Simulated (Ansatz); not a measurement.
A run of Ansatz 0.2.0:

File input.yaml:

```yaml
crystal:
  lattice:
    - [1.3386, 0.77284, 3.89831]
    - [-1.3386, 0.77284, 3.89831]
    - [0.0, -1.54568, 3.89831]
  atoms:
    - { symbol: Si, position: [0.5, 0.5, 0.5] }
    - { symbol: F, position: [0.0, 0.0, 0.0] }
hamiltonian:
  xc: pbe
  pseudopotentials: { kind: paw, source: ansatz }
kpoints:
  mp_grid: { grid: [12, 12, 12] }
  band_path:
    path:
      - [[0.0, 0.0, 0.0], [0.5, 0.0, 0.0], [0.5, 0.1928687279, -0.1928687279]]
      - [[0.8071312721, 0.5, 0.1928687279], [0.5, 0.5, 0.5], [0.0, 0.0, 0.0], [0.346434364, 0.0, -0.346434364]]
      - [[0.653565636, 0.346434364, 0.0], [0.5, 0.5, 0.0], [0.653565636, 0.653565636, 0.1928687279], [0.5, 0.5, 0.5]]
      - [[0.5, 0.0, 0.0], [0.8071312721, 0.346434364, 0.346434364]]
    npoints: 14
scf:
  occupations: { method: fermi_dirac, width: 0.05 }
  n_extra_bands: 6
output:
  forces: true
  stress: true
  eigenvalues: true
  fatbands: false
  write_density: true
  write_potential: true
  elf: true
  volumetric_format: npy
```

Potentials or basis: Ansatz PAW earlier set.

Command:

```sh
$ ansatz run input.yaml --threads 2 --pin off --max-ram 5632MiB --backend cpu --events-out ev --progress --plain --runs-dir out
```

Hardware: 2 threads of Intel(R) Xeon(R) Platinum 8488C (Sapphire Rapids), with other jobs on the host.

Q: Estimate the wall time of this run.

A: It took 9.1 s on 2 threads of Intel(R) Xeon(R) Platinum 8488C (Sapphire Rapids), on a shared host, peak memory 0.54 GiB. Counts: scf iterations 7, plane waves 1815, k points 189, bands 12.
